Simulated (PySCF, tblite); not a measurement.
# C₅H₄ClF₄ radical: geometry, infrared bands and EPR parameters

What infrared bands and EPR parameters should C₅H₄ClF₄ radical (`F/C([CH]C(F)(F)F)=C\CCl`) show?

The runs use tblite 0.8.0 and PySCF 2.14.0, with density-fitted response routines of our own; the level of theory stands in each step. All values are computed, except where a source is named. Atoms are numbered from 0 throughout.

## (1) The starting structure

14 atoms, charge 0, multiplicity 2; geometry from: force field or distance geometry start.

Bonds of the start (Å): F0–C1 1.35, C1–C2 1.50, C2–C3 1.53, C3–F4 1.41, C3–F5 1.37, C3–F6 1.40, C1–C7 1.34, C7–C8 1.49, C8–Cl9 1.75, C2–H10 1.13, C7–H11 1.09, C8–H12 1.12, C8–H13 1.12.

## (2) Geometry optimisation with GFN2-xTB

What the job is given:

```
{"job": {"kind": "relax", "xc": "GFN2-xTB", "basis": "xTB"}, "charge": 0, "multiplicity": 2}
F      0.313900     1.279000    -1.379100
C      0.011700     0.149100    -0.714900
C     -1.362200    -0.451500    -0.774700
C     -2.178900     0.264700     0.298300
F     -1.323800     0.904300     1.216200
F     -3.127200     1.118900    -0.205200
F     -2.857200    -0.750800     0.973800
C      0.903200    -0.500400     0.041400
C      2.286000     0.036200     0.142400
Cl     2.540200     1.510100    -0.763300
H     -1.283100    -1.545800    -0.522600
H      0.676600    -1.421500     0.584400
H      2.946300    -0.814500    -0.152700
H      2.453900     0.221700     1.233700
```

Run with:

```sh
$ OMP_NUM_THREADS=1 python probes_run.py task.json out
```

One launch serves the whole session: the jobs run in the order shown.

What it wrote:

```text
step      E/eV     max force
  0    -981.71087    2.561
  1    -982.17236    1.730
  2    -982.51518    0.989
  3    -982.58685    0.678
  4    -982.70587    0.720
  5    -982.75978    0.611
  6    -982.80380    0.600
  7    -982.84026    0.445
  8    -982.87313    0.403
  9    -982.89737    0.370
 10    -982.91701    0.302
 11    -982.93297    0.314
 12    -982.94784    0.300
 13    -982.96189    0.276
 14    -982.97893    0.357
 15    -983.00464    0.425
 16    -983.04180    0.570
 17    -983.08864    0.685
 18    -983.14185    0.785
 19    -983.20047    0.729
 20    -983.26982    0.648
 21    -983.33882    0.644
 22    -983.39730    0.602
 23    -983.43753    0.655
 24    -983.45324    0.717
 25    -983.50560    0.489
 26    -983.54003    0.418
 27    -983.57461    0.355
 28    -983.59668    0.493
 29    -983.62070    0.508
 30    -983.64018    0.306
 31    -983.65339    0.253
 32    -983.66163    0.255
 33    -983.67379    0.346
 34    -983.68482    0.345
 35    -983.69324    0.246
 36    -983.69865    0.155
 37    -983.70168    0.155
 38    -983.70410    0.117
 39    -983.70687    0.124
 40    -983.71012    0.128
 41    -983.71266    0.140
 42    -983.71554    0.180
 43    -983.71942    0.199
 44    -983.72531    0.211
 45    -983.73191    0.199
 46    -983.73665    0.148
 47    -983.73928    0.151
 48    -983.74160    0.140
 49    -983.74447    0.155
 50    -983.74756    0.159
 51    -983.75022    0.126
 52    -983.75231    0.166
 53    -983.75447    0.182
 54    -983.75724    0.142
 55    -983.76062    0.124
 56    -983.76313    0.124
 57    -983.76498    0.108
 58    -983.76643    0.125
 59    -983.76759    0.124
 60    -983.76865    0.109
 61    -983.77007    0.087
 62    -983.77206    0.112
 63    -983.77426    0.145
 64    -983.77738    0.159
 65    -983.78179    0.205
 66    -983.78759    0.250
 67    -983.79452    0.234
 68    -983.80128    0.216
 69    -983.80531    0.195
 70    -983.80482    0.317
 71    -983.81188    0.110
 72    -983.81421    0.102
 73    -983.81838    0.105
 74    -983.81946    0.086
 75    -983.82120    0.088
 76    -983.82312    0.073
 77    -983.82439    0.088
 78    -983.82546    0.119
 79    -983.82666    0.123
 80    -983.82772    0.092
 81    -983.82899    0.087
 82    -983.82985    0.100
 83    -983.83061    0.059
 84    -983.83115    0.064
 85    -983.83160    0.068
 86    -983.83212    0.095
 87    -983.83330    0.114
 88    -983.83470    0.115
 89    -983.83609    0.100
 90    -983.83729    0.100
 91    -983.83689    0.188
 92    -983.83869    0.077
 93    -983.83918    0.059
 94    -983.84054    0.080
 95    -983.84099    0.087
 96    -983.84238    0.071
 97    -983.84299    0.051
 98    -983.84319    0.044
 99    -983.84331    0.055
100    -983.84348    0.037
101    -983.84364    0.017
102    -983.84375    0.023
103    -983.84385    0.020
104    -983.84392    0.020
105    -983.84396    0.016
106    -983.84399    0.018
107    -983.84405    0.020
108    -983.84416    0.034
109    -983.84436    0.047
110    -983.84463    0.051
111    -983.84491    0.048
112    -983.84519    0.036
113    -983.84544    0.034
114    -983.84573    0.046
115    -983.84616    0.057
116    -983.84669    0.055
117    -983.84712    0.040
118    -983.84739    0.043
119    -983.84761    0.042
120    -983.84779    0.041
121    -983.84796    0.050
122    -983.84816    0.049
123    -983.84844    0.053
124    -983.84877    0.045
125    -983.84906    0.053
126    -983.84945    0.040
127    -983.84983    0.048
128    -983.85006    0.059
129    -983.85031    0.064
130    -983.85078    0.050
131    -983.85108    0.029
132    -983.85123    0.032
133    -983.85130    0.012
134    -983.85132    0.012
135    -983.85134    0.005
```

Wall time 0.87 s (1 thread of Arm Neoverse V2, shared host).

Relaxation path: (not every step is listed)

| step | energy from step 0 (eV) | largest force (eV/Å) |
| --- | --- | --- |
| 0 | 0.0000 | 2.5614 |
| 1 | -0.4615 | 1.7295 |
| 2 | -0.8043 | 0.9887 |
| 3 | -0.8760 | 0.6778 |
| 4 | -0.9950 | 0.7197 |
| 5 | -1.0489 | 0.6110 |
| 6 | -1.0929 | 0.6003 |
| 7 | -1.1294 | 0.4449 |
| 8 | -1.1623 | 0.4030 |
| 20 | -1.5589 | 0.6478 |
| 32 | -1.9508 | 0.2555 |
| 44 | -2.0144 | 0.2106 |
| 56 | -2.0523 | 0.1242 |
| 68 | -2.0904 | 0.2159 |
| 80 | -2.1168 | 0.0921 |
| 92 | -2.1278 | 0.0773 |
| 104 | -2.1331 | 0.0198 |
| 116 | -2.1358 | 0.0553 |
| 128 | -2.1392 | 0.0590 |
| 130 | -2.1399 | 0.0505 |
| 131 | -2.1402 | 0.0294 |
| 132 | -2.1404 | 0.0321 |
| 133 | -2.1404 | 0.0124 |
| 134 | -2.1404 | 0.0120 |
| 135 | -2.1405 | 0.0052 |

Distances of close pairs at the start and the end, largest changes first:

| bond | before (Å) | after (Å) | change (Å) |
| --- | --- | --- | --- |
| C1–C2 | 1.501 | 1.375 | -0.126 |
| C8–Cl9 | 1.749 | 1.820 | +0.071 |
| C3–F4 | 1.408 | 1.346 | -0.062 |
| C3–F6 | 1.396 | 1.341 | -0.055 |
| C2–H10 | 1.126 | 1.074 | -0.051 |
| C1–C7 | 1.337 | 1.385 | +0.047 |
| C2–C3 | 1.527 | 1.490 | -0.037 |
| C8–H13 | 1.120 | 1.088 | -0.031 |

The final coordinates are the input of the step that follows.

## (3) Infrared spectrum with GFN2-xTB

What the job is given:

```
{"job": {"kind": "ir", "xc": "GFN2-xTB", "basis": "xTB"}, "charge": 0, "multiplicity": 2}
F      0.084658     1.353452     0.505998
C      0.009997     0.078624     0.090657
C     -1.240391    -0.479215    -0.030997
C     -2.487052     0.272821     0.284656
F     -2.546324     0.679216     1.566328
F     -2.646691     1.377145    -0.464580
F     -3.572816    -0.486616     0.078450
C      1.205715    -0.574935    -0.155755
C      2.515908     0.079133    -0.070461
Cl     3.161946     0.223329    -1.765296
H     -1.361764    -1.493910    -0.362272
H      1.164640    -1.594865    -0.500077
H      3.249889    -0.522273     0.465672
H      2.461608     1.087619     0.335511
```

What it wrote:

```text
mode    cm-1     km/mol
  1      25.7      1.31
  2      32.2      1.99
  3      67.8      1.67
  4      99.3      1.66
  5     117.7      2.07
  6     229.8      0.73
  7     273.4      2.13
  8     307.9      1.41
  9     355.2     25.50
 10     391.5     16.09
 11     470.0      8.97
 12     491.3      2.02
 13     556.9      8.40
 14     578.3     29.16
 15     641.6     15.53
 16     652.7      4.45
 17     664.1     16.22
 18     737.2     14.33
 19     839.7     34.12
 20     872.7     14.60
 21     933.5     15.96
 22    1021.5    344.32
 23    1038.7    153.15
 24    1082.6     32.76
 25    1138.4     63.12
 26    1147.3    117.82
 27    1173.5    139.30
 28    1208.3    104.21
 29    1284.9    107.60
 30    1405.5     10.71
 31    1434.7     76.78
 32    1473.0     38.12
 33    2970.3      0.77
 34    3007.0      0.58
 35    3118.8      1.41
 36    3152.9     10.47
```

Run time: 0.41 s. Hardware: 1 thread of Arm Neoverse V2, shared host.

Which atoms move in the most intense modes:

| cm⁻¹ | km/mol | atoms |
| --- | --- | --- |
| 1022 | 344.3 | C3 73 %, F4 13 %, F5 12 % |
| 1039 | 153.2 | C3 50 %, F6 17 %, H10 10 % |
| 1138 | 63.1 | C7 31 %, C8 25 %, H13 11 %, C3 11 % |
| 1147 | 117.8 | H10 43 %, C3 29 % |
| 1174 | 139.3 | C3 31 %, H12 20 %, H11 15 %, H13 14 % |
| 1208 | 104.2 | H13 46 %, C3 12 % |
| 1285 | 107.6 | C1 28 %, H11 26 %, H10 17 % |
| 1435 | 76.8 | C7 39 %, C1 21 %, H13 11 % |

## (4) EPR parameters: B3LYP/pcH-1

Settings changed since step 3:

```diff
@@ -1,2 +1,2 @@
-{"job": {"kind": "ir", "xc": "GFN2-xTB", "basis": "xTB"}, "charge": 0, "multiplicity": 2}
+{"job": {"kind": "epr", "basis": "pcH-1"}, "charge": 0, "multiplicity": 2}
 F      0.084658     1.353452     0.505998
```

Method: UKS B3LYP, pcH-1 on C Cl F H, non-relativistic, mean-field spin-orbit, GIAO.

What it wrote:

```text
UKS, coarse grid
  cycle   1  E = -1052.31514977  |g| = 7.39e-01
  cycle   2  E = -1052.08727863  |g| = 1.17e+00
  cycle   3  E = -1052.48910089  |g| = 7.88e-02
  cycle   4  E = -1052.49038279  |g| = 6.08e-02
  cycle   5  E = -1052.49213457  |g| = 1.58e-02
  cycle   6  E = -1052.49228172  |g| = 6.07e-03
  cycle   7  E = -1052.49231690  |g| = 3.33e-03
  cycle   8  E = -1052.49232560  |g| = 1.62e-03
  cycle   9  E = -1052.49232651  |g| = 4.02e-04
UKS, final grid
  cycle   1  E = -1052.49214940  |g| = 4.82e-04
  cycle   2  E = -1052.49214934  |g| = 6.67e-04
  cycle   3  E = -1052.49214948  |g| = 8.11e-05
  cycle   4  E = -1052.49214948  |g| = 2.28e-05
E = -1052.49214948 Eh   <S^2> = 0.7758 (exact 0.7500)
g shifts (ppm)      1          2          3
  rmc          -167       -167       -167
  gc             24         21         29
  oz_so       -1531         73        966
  total       -1675        -74        828
hyperfine (MHz)  atom isotope    a_iso     a_fc   dipolar eigenvalues
    0   19F     -30.99     -30.96    -79.02     29.73     49.29
    1   13C     -53.82     -53.81    -29.77     12.67     17.11
    2   13C      52.22      52.30    -50.03    -48.69     98.72
    3   13C     -25.41     -25.41     -1.74      0.78      0.96
    4   19F      64.46      64.32    -39.93    -37.93     77.86
    5   19F      61.46      61.33    -38.13    -36.22     74.36
    6   19F      -2.52      -2.58    -11.20     -6.13     17.33
    7   13C      54.93      54.96    -51.89    -50.99    102.88
    8   13C     -14.12     -14.08     -2.57      0.16      2.41
    9  35Cl      24.14      23.57    -16.11    -14.94     31.05
   10    1H     -38.68     -38.68    -20.54     -2.15     22.69
   11    1H     -38.91     -38.93    -21.09     -2.64     23.73
   12    1H      42.45      42.47     -4.06     -1.87      5.94
   13    1H       1.91       1.93     -3.64     -2.29      5.92
```

It took 1.8 min on 1 thread of Arm Neoverse V2, shared host; peak memory 1.1 GiB.

Principal g values 2.00064, 2.00225, 2.00315; g(iso) = 2.00201, against 2.00232 for a free electron.

Hyperfine couplings; where a row names several nuclei, a(iso) is their mean (it holds for fast rotation or exchange) and the dipolar term the largest among them:

| nuclei | isotope | a(iso) (MHz) | a(iso) (G, at g = 2.0023) | largest dipolar term (MHz) |
| --- | --- | --- | --- | --- |
| C7 | 13C | 54.9 | 19.6 | 102.9 |
| C1 | 13C | -53.8 | -19.2 | -29.8 |
| C2 | 13C | 52.2 | 18.6 | 98.7 |
| F4, F5, F6 | 19F | 41.1 | 14.7 | 77.9 |
| H11 | 1H | -38.9 | -13.9 | 23.7 |
| H10 | 1H | -38.7 | -13.8 | 22.7 |
| F0 | 19F | -31.0 | -11.1 | -79.0 |
| C3 | 13C | -25.4 | -9.1 | -1.7 |
| Cl9 | 35Cl | 24.1 | 8.6 | 31.1 |
| H12, H13 | 1H | 22.2 | 7.9 | 5.9 |
| C8 | 13C | -14.1 | -5.0 | -2.6 |

Mulliken spin populations:

F0 -0.01; C1 -0.22; C2 0.60; C3 -0.02; F4 0.01; F5 0.01; F6 0.00; C7 0.63; C8 -0.05; Cl9 0.07; H10 -0.03; H11 -0.03; H12 0.02; H13 0.00

In first order the couplings over 0.8 MHz of 19F, 1H, 35Cl give 384 distinct lines over 124.5 G, if the averaged nuclei exchange fast; the same motion can average rows kept apart here too.

The fields below are evaluated on a grid from the run's orbitals.

ELF in a plane through or near 10 of the atoms.

Values, 10 rows by 14 columns:
```
0.00 0.00 0.00 0.00 0.00 0.00 0.00 0.00 0.00 0.00 0.00 0.00 0.00 0.00
0.00 0.00 0.00 0.00 0.00 0.00 0.00 0.00 0.01 0.00 0.00 0.00 0.00 0.00
0.00 0.00 0.00 0.00 0.02 0.95 0.70 0.08 0.97 0.54 0.00 0.01 0.00 0.00
0.00 0.00 0.01 0.02 0.05 0.99 0.95 0.23 1.00 0.52 0.44 0.59 0.03 0.00
0.00 0.01 0.05 0.13 0.32 0.37 0.55 0.52 0.59 0.60 0.70 0.60 0.22 0.00
0.00 0.01 0.04 0.47 0.83 0.74 0.70 0.24 0.40 0.56 0.24 0.21 0.10 0.00
0.00 0.00 0.01 0.30 1.00 0.42 0.56 0.71 0.12 0.10 0.15 0.02 0.00 0.00
0.00 0.00 0.00 0.22 0.99 0.08 0.63 0.79 0.26 0.01 0.02 0.00 0.00 0.00
0.00 0.00 0.00 0.00 0.03 0.00 0.03 0.05 0.01 0.00 0.00 0.00 0.00 0.00
0.00 0.00 0.00 0.00 0.00 0.00 0.00 0.00 0.00 0.00 0.00 0.00 0.00 0.00
```
The map spans 12.3 Å across and 8.5 Å up, centred on the molecule. Atoms in the plane (x, y in Å): F0 (0.0, -1.4), C1 (0.0, -0.1), C2 (1.2, 0.6), C3 (2.5, -0.2), F6 (3.5, 0.7), C7 (-1.2, 0.5), C8 (-2.5, -0.2), H10 (1.3, 1.6), H11 (-1.3, 1.6), H13 (-2.4, -1.3).

log10 of the density (e/Å³) in the same plane.

Values, 10 rows by 14 columns:
```
-4.0 -4.0 -4.0 -4.0 -4.0 -4.0 -4.0 -4.0 -4.0 -4.0 -4.0 -4.0 -4.0 -4.0
-4.0 -4.0 -4.0 -4.0 -3.7 -3.2 -3.2 -3.4 -3.0 -3.4 -4.0 -4.0 -4.0 -4.0
-4.0 -4.0 -3.8 -3.2 -2.4 -1.5 -1.6 -1.9 -1.3 -1.8 -2.6 -2.6 -4.0 -4.0
-4.0 -3.6 -2.5 -2.0 -1.5 -0.1 -0.4 -1.0  0.3 -0.8 -0.9 -0.6 -2.1 -4.0
-4.0 -2.8 -1.7 -0.9 -0.5  0.2  0.1 -0.2  1.2 -0.1  0.3  1.0 -1.3 -3.8
-4.0 -2.7 -1.6 -0.3  1.3 -0.1  0.0  0.5 -0.3  0.2  0.2 -0.7 -2.0 -4.0
-4.0 -3.3 -2.2 -1.0  0.2 -0.7 -0.2  0.8 -1.0 -0.7 -0.5 -1.5 -3.4 -4.0
-4.0 -4.0 -3.2 -1.8 -1.1 -1.5 -0.6  0.2 -1.3 -1.8 -1.5 -2.3 -4.0 -4.0
-4.0 -4.0 -4.0 -3.2 -2.7 -2.9 -2.2 -1.9 -2.8 -3.8 -3.5 -4.0 -4.0 -4.0
-4.0 -4.0 -4.0 -4.0 -4.0 -4.0 -4.0 -4.0 -4.0 -4.0 -4.0 -4.0 -4.0 -4.0
```
The map spans 12.3 Å across and 8.5 Å up, centred on the molecule. Atoms in the plane (x, y in Å): F0 (0.0, -1.4), C1 (0.0, -0.1), C2 (1.2, 0.6), C3 (2.5, -0.2), F6 (3.5, 0.7), C7 (-1.2, 0.5), C8 (-2.5, -0.2), H10 (1.3, 1.6), H11 (-1.3, 1.6), H13 (-2.4, -1.3).

On the surface of density 0.002 e/bohr³ the electrostatic potential runs, from the 1st to the 99th percentile, from -0.68 V near F5 to 1.71 V near H10.

The spin density lies nearest to C2, C7 about 33 % each; C1 9 % (beta excess).

## (5) Results

```
                                                                  quantity                  value
                                 strongest single infrared mode (GFN2-xTB)  1022 cm⁻¹, 344 km/mol
                                              zero-point energy (GFN2-xTB)          50.0 kcal/mol
                                                            g(iso) (B3LYP)                2.00201
                                                                      ⟨S²⟩     0.776 (exact 0.75)
                                        largest a(iso) (averaged by class)    13C on C7, 54.9 MHz
potential on the surface of density 0.002 e/bohr³, 1st and 99th percentile     -0.68 V and 1.71 V
```

Over 135 steps the energy fell by 2.140 eV; of the close pairs, C1–C2 changed most, 1.501 to 1.375 Å. All 36 modes are real, so the xTB geometry is a minimum. The strongest single mode, at 1022 cm⁻¹, moves mainly C3. Unscaled tight-binding wavenumbers are off by several per cent, some by more. Its intensities can rank the bands wrongly. The largest spin populations lie on C7 (0.63 e), C2 (0.60 e). The isotropic g lies 0.3 ppt below the free-electron value. The conformer search found further structures of the same energy, which may be mirror or relabelled copies of this one.
